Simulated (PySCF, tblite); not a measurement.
# AsH₇O₃Si₃, a small molecule taken as a stand-in for a surface group (silica 3-ring): NMR shifts, core binding energies and electronic excitations, part 2 of 2

tblite 0.8.0 and PySCF 2.14.0. Atoms count from 0, parts from 1. Earlier steps stand in the parts before.

### Step 5. Core-electron binding energies: SCAN, X2C

Job settings and geometry (Å):

```
{"job": {"kind": "xps", "holes": 5}, "charge": 0, "multiplicity": 1}
O      0.522329    -0.628237     1.161276
Si     1.925630     0.210466     0.848659
O      1.819977     0.790487    -0.705864
Si     0.679263     0.618267    -1.902633
O     -0.570990    -0.279816    -1.269183
Si    -0.871717    -0.834314     0.272544
As    -2.546996     0.522248     1.219134
H      2.048085     1.350617     1.792920
H      3.082172    -0.715019     0.961127
H      0.181305     1.959005    -2.304102
H      1.267475    -0.110679    -3.055554
H     -1.190845    -2.284290     0.206885
H     -2.721967    -0.440588     2.389336
H     -3.630168    -0.172504     0.399834
```

Method: delta-SCF UKS SCAN, pcX-2 on the ionised atom, pcseg-1 elsewhere, spin-free X2C.

What it wrote:

```text
ground state, core basis on atom 1 (Si), 200 functions
  cycle   1  E = -3355.54654581  |g| = 1.17e+00
  cycle   2  E = -3354.86649770  |g| = 2.20e+00
  cycle   3  E = -3355.79759964  |g| = 1.25e-01
  cycle   4  E = -3355.80089261  |g| = 6.18e-02
  cycle   5  E = -3355.80206092  |g| = 1.97e-02
  cycle   6  E = -3355.80215422  |g| = 7.65e-03
  cycle   7  E = -3355.80215979  |g| = 2.63e-03
  cycle   8  E = -3355.80216189  |g| = 3.69e-04
  E(ground) = -3355.77096003 Eh
hole in Si 2p of atom 1
  cycle   1  E = -3351.48785994  |g| = 1.24e+00
  cycle   2  E = -3349.90836904  |g| = 1.60e+00
  cycle   3  E = -3351.56960811  |g| = 5.68e-01
  cycle   4  E = -3351.78997956  |g| = 1.53e-01
  cycle   5  E = -3351.79446418  |g| = 1.62e-01
  cycle   6  E = -3351.80497424  |g| = 3.54e-02
  cycle   7  E = -3351.80550362  |g| = 1.31e-02
  cycle   8  E = -3351.80558736  |g| = 5.44e-03
  cycle   9  E = -3351.80559665  |g| = 1.93e-03
  cycle  10  E = -3351.80559902  |g| = 4.96e-04
  E(ion) = -3351.78510393 Eh   <S^2> = 0.7512   hole on atom = 1.003   binding energy = 108.461 eV
  2p3/2 = 108.200 eV   2p1/2 = 108.828 eV
ground state, core basis on atom 2 (O), 189 functions
  cycle   1  E = -3355.72780136  |g| = 1.13e-01
  cycle   2  E = -3355.72557668  |g| = 1.32e-01
  cycle   3  E = -3355.72819605  |g| = 5.28e-02
  cycle   4  E = -3355.72865806  |g| = 8.70e-03
  cycle   5  E = -3355.72867489  |g| = 3.10e-03
  cycle   6  E = -3355.72867676  |g| = 3.39e-04
  E(ground) = -3355.73674369 Eh
hole in O 1s of atom 2
  cycle   1  E = -3335.11745455  |g| = 2.23e+00
  cycle   2  E = -3333.41129249  |g| = 2.47e+00
  cycle   3  E = -3335.70385767  |g| = 6.55e-01
  cycle   4  E = -3335.92623304  |g| = 2.13e-01
  cycle   5  E = -3335.94836395  |g| = 9.42e-02
  cycle   6  E = -3335.95253590  |g| = 3.48e-02
  cycle   7  E = -3335.95296617  |g| = 1.27e-02
  cycle   8  E = -3335.95303611  |g| = 3.80e-03
  cycle   9  E = -3335.95304483  |g| = 8.73e-04
  cycle  10  E = -3335.95304307  |g| = 5.90e-04
  cycle  11  E = -3335.95304242  |g| = 2.62e-04
  E(ion) = -3335.96163846 Eh   <S^2> = 0.7619   hole on atom = 1.000   binding energy = 538.108 eV
ground state, core basis on atom 4 (O), 189 functions
  cycle   1  E = -3355.72607331  |g| = 1.64e-01
  cycle   2  E = -3355.71562148  |g| = 2.73e-01
  cycle   3  E = -3355.72924573  |g| = 3.54e-02
  cycle   4  E = -3355.72941263  |g| = 1.92e-02
  cycle   5  E = -3355.72947593  |g| = 3.11e-03
  cycle   6  E = -3355.72947762  |g| = 7.58e-04
  cycle   7  E = -3355.72947895  |g| = 2.41e-04
  E(ground) = -3355.73632391 Eh
hole in O 1s of atom 4
  cycle   1  E = -3335.11826938  |g| = 2.23e+00
  cycle   2  E = -3334.53237237  |g| = 2.26e+00
  cycle   3  E = -3335.86854476  |g| = 4.84e-01
  cycle   4  E = -3335.90012733  |g| = 3.68e-01
  cycle   5  E = -3335.95647878  |g| = 7.47e-02
  cycle   6  E = -3335.95827130  |g| = 2.57e-02
  cycle   7  E = -3335.95875246  |g| = 5.29e-03
  cycle   8  E = -3335.95877091  |g| = 2.23e-03
  cycle   9  E = -3335.95877316  |g| = 1.25e-03
  cycle  10  E = -3335.95877343  |g| = 5.36e-04
  cycle  11  E = -3335.95877403  |g| = 1.23e-04
  E(ion) = -3335.96604862 Eh   <S^2> = 0.7621   hole on atom = 1.000   binding energy = 537.977 eV
ground state, core basis on atom 5 (Si), 200 functions
  cycle   1  E = -3355.79960642  |g| = 3.12e-01
  cycle   2  E = -3355.79346896  |g| = 2.21e-01
  cycle   3  E = -3355.79562779  |g| = 1.87e-01
  cycle   4  E = -3355.80214659  |g| = 2.60e-02
  cycle   5  E = -3355.80226918  |g| = 6.90e-03
  cycle   6  E = -3355.80228020  |g| = 1.25e-03
  cycle   7  E = -3355.80228042  |g| = 4.42e-04
  E(ground) = -3355.77063162 Eh
hole in Si 2p of atom 5
  cycle   1  E = -3351.48286849  |g| = 1.24e+00
  cycle   2  E = -3350.42566894  |g| = 1.61e+00
  cycle   3  E = -3351.61858040  |g| = 5.58e-01
  cycle   4  E = -3351.80470977  |g| = 1.61e-01
  cycle   5  E = -3351.80881947  |g| = 1.32e-01
  cycle   6  E = -3351.81542728  |g| = 2.58e-02
  cycle   7  E = -3351.81575326  |g| = 1.01e-02
  cycle   8  E = -3351.81578552  |g| = 4.26e-03
  cycle   9  E = -3351.81579632  |g| = 1.34e-03
  cycle  10  E = -3351.81579558  |g| = 4.23e-04
  E(ion) = -3351.79465511 Eh   <S^2> = 0.7512   hole on atom = 1.003   binding energy = 108.192 eV
  2p3/2 = 107.939 eV   2p1/2 = 108.566 eV
```

Run time: 37 s. Hardware: 1 thread of Arm Neoverse V2, shared host; peak memory 0.67 GiB.

The holes in one table. −ε is the ground-state orbital energy:

| hole | stands for | environment | ΔSCF (eV; 2p as the shell's mean) | −ε (eV) | ⟨S²⟩ |
| --- | --- | --- | --- | --- | --- |
| Si2p on Si1 | Si1, Si3 | silicon bonded to 2 O, 2 H | 108.41 | 97.4 | 0.751 |
| O1s on O2 | O2 | oxygen bonded to 2 Si | 538.11 | 516.8 | 0.762 |
| O1s on O4 | O0, O4 | oxygen bonded to 2 Si | 537.98 | 516.8 | 0.762 |
| Si2p on Si5 | Si5 | silicon bonded to As, 2 O, H | 108.15 | 97.6 | 0.751 |

Each hole run stands for the others of its class of like atoms.

With the spin-orbit splitting: Si1 2p3/2 108.20, 2p1/2 108.83 eV; Si5 2p3/2 107.94, 2p1/2 108.57 eV. The table gives each 2p level as the mean over the whole 2p shell (two parts 2p3/2, one part 2p1/2), which differs a little from the single hole in the log.

### Step 6. TDDFT and polarisability: CAM-B3LYP/def2-SVPD

The job, as its differences from that of step 5:

```diff
@@ -1,2 +1,2 @@
-{"job": {"kind": "xps", "holes": 5}, "charge": 0, "multiplicity": 1}
+{"job": {"kind": "uv", "xc": "CAM-B3LYP", "basis": "def2-SVPD", "nstates": 6, "ntriplets": 2, "ip": true}, "charge": 0, "multiplicity": 1}
 O      0.522329    -0.628237     1.161276
```

With the program's defaults for keys left out, this is: TDDFT CAM-B3LYP/def2-SVPD, vertical, gas phase, core orbitals frozen in the response.

What it wrote:

```text
coarse grid: 59416 points
cycle   1  E = -3333.6155478566  dE =  7.329e-02  |g| = 1.179e+00  |ddm| = 7.356e+00
cycle   2  E = -3333.4244782904  dE =  1.911e-01  |g| = 1.569e+00  |ddm| = 5.326e+00
cycle   3  E = -3333.8740059509  dE = -4.495e-01  |g| = 7.076e-02  |ddm| = 2.257e+00
cycle   4  E = -3333.8751883706  dE = -1.182e-03  |g| = 2.308e-02  |ddm| = 2.600e-01
cycle   5  E = -3333.8753214448  dE = -1.331e-04  |g| = 7.377e-03  |ddm| = 1.281e-01
cycle   6  E = -3333.8753325483  dE = -1.110e-05  |g| = 2.587e-03  |ddm| = 1.947e-02
cycle   7  E = -3333.8753339763  dE = -1.428e-06  |g| = 6.417e-04  |ddm| = 6.356e-03
final grid: 120080 points
cycle   8  E = -3333.8752673001  dE = -1.085e-07  |g| = 6.633e-04  |ddm| = 8.080e-03
cycle   9  E = -3333.8752672644  dE =  3.565e-08  |g| = 8.388e-04  |ddm| = 3.028e-03
cycle  10  E = -3333.8752673943  dE = -1.299e-07  |g| = 9.179e-05  |ddm| = 1.363e-03
cycle  11  E = -3333.8752673965  dE = -2.212e-09  |g| = 1.251e-05  |ddm| = 2.447e-04
cycle  12  E = -3333.8752673967  dE = -1.455e-10  |g| = 3.099e-06  |ddm| = 8.722e-05
converged SCF energy = -3333.8752673967

Static polarisability (au): isotropic 109.965, principal 100.535 104.324 125.037

Singlet excitations
state   eV       nm        f      main configurations
  1   6.3095    196.5   0.00566   H->L+1 0.81
  2   6.3674    194.7   0.02659   H->L 0.84
  3   7.0580    175.7   0.02268   H->L+4 0.64, H->L+7 0.14
  4   7.0707    175.3   0.42410   H->L+3 0.71, H->L+2 0.11
  5   7.3499    168.7   0.01766   H->L+2 0.26, H->L+6 0.20, H->L+5 0.16
  6   7.4093    167.3   0.01687   H-1->L 0.38, H->L+2 0.18, H-1->L+2 0.11

Triplet excitations (Tamm-Dancoff, eV): 5.4503 5.6940
Vertical ionisation energy (delta-SCF) = 9.4828 eV
```

It took 2.8 min on 1 thread of Arm Neoverse V2, shared host; peak memory 1.3 GiB.

Frontier orbitals and where they lie:

| orbital | eV | atoms |
| --- | --- | --- |
| HOMO−3 | -10.58 | O0 20 %, O4 20 %, Si3 12 % |
| HOMO−2 | -10.41 | O2 23 %, As6 20 %, Si1 8 % |
| HOMO−1 | -9.87 | As6 28 %, O2 8 %, O4 7 % |
| HOMO | -8.67 | As6 54 %, Si5 17 %, H11 8 % |
| LUMO | 0.60 | As6 22 %, Si5 19 %, Si1 12 % |
| LUMO+1 | 1.04 | As6 24 %, Si5 11 %, O4 9 % |
| LUMO+2 | 1.07 | Si1 16 %, O2 16 %, Si3 15 % |

With each of the 6 states as a Gaussian band of 0.4 eV half-width at 1/e, the curve within the window shown has maxima at 175 nm (ε 19,000) L/(mol cm). Beyond the last state computed it falls off for lack of states. The curve at chosen wavelengths:

(nm, ε (L/mol/cm)): (161, 2115), (163, 3822), (165, 6266), (168, 11019), (170, 14316), (172, 17035), (174, 18638), (177, 18404), (179, 16667), (181, 14141), (183, 11333), (186, 7491), (188, 5509), (190, 4048), (192, 3036), (195, 2106), (197, 1717), (199, 1422), (201, 1176), (204, 856), (206, 672), (208, 511), (210, 378), (213, 226), (215, 155), (217, 103)

Further results of this job:

| property | computed |
| --- | --- |
| dipole moment (D) | 0.27 |
| polarisability (Å³) | 16.30 |
| HOMO–LUMO gap (eV) | 9.28 |
| −ε(HOMO) (eV) | 8.67 |

### Step 7. Summary of results

The summary covers parts 1 to 2.

| quantity | value |
| --- | --- |
| point group | Cs |
| rotational constants (main isotopes) | 1.79, 0.61, 0.52 GHz |
| 1H shifts against TMS (PBE0/pcSseg-1, means over atoms taken as alike) | 6.22, 5.23, 5.23, 2.00 ppm |
| 17O shifts against H2O (PBE0/pcSseg-1, means over atoms taken as alike) | 102.6, 83.7 ppm |
| 29Si shifts against TMS (PBE0/pcSseg-1, means over atoms taken as alike) | -0.7, -32.8 ppm |
| 75As shifts against AsH3 (PBE0/pcSseg-1) | 10 ppm |
| Si2p binding energies, SCAN/pcX-2 | Si1 108.41, Si5 108.15 eV |
| O1s binding energies, SCAN/pcX-2 | O2 538.11, O4 537.98 eV |
| lowest singlet (CAM-B3LYP/def2-SVPD) | 6.31 eV (197 nm), f = 0.006 |
| brightest single state of those computed | state 4, 7.07 eV, f = 0.424 |
| lowest triplet | 5.45 eV |
| vertical ionisation energy (ΔSCF) | 9.48 eV |

Over 12 steps the energy fell by 0.552 eV; of the close pairs, O2–Si3 changed most, 1.580 to 1.662 Å (PBE0/def2-SVP). No frequency check was run at this level, so the end point may be a saddle. Si1 (silicon bonded to 2 O, 2 H) binds its Si2p electron 0.26 eV more tightly than Si5 (silicon bonded to As, 2 O, H). O2 (oxygen bonded to 2 Si) binds its O1s electron 0.13 eV more tightly than O4 (oxygen bonded to 2 Si). The first singlet state (HOMO→LUMO+1 0.81) lies at 6.31 eV and is weak; of the 6 states computed, the strongest absorption comes from state 4 at 7.07 eV. The lowest triplet lies 0.86 eV below the lowest singlet (triplets in Tamm-Dancoff, singlets in full TDDFT). ΔSCF puts the ionisation energy at 9.48 eV, 0.81 eV above −ε(HOMO). Spin-orbit coupling is left out, which matters for shieldings and couplings at and beside the heavy atoms. A capped cluster stands for the solid here, so long-range fields and strain are missing, and bands or shifts of the capping hydrogens have no counterpart in it.
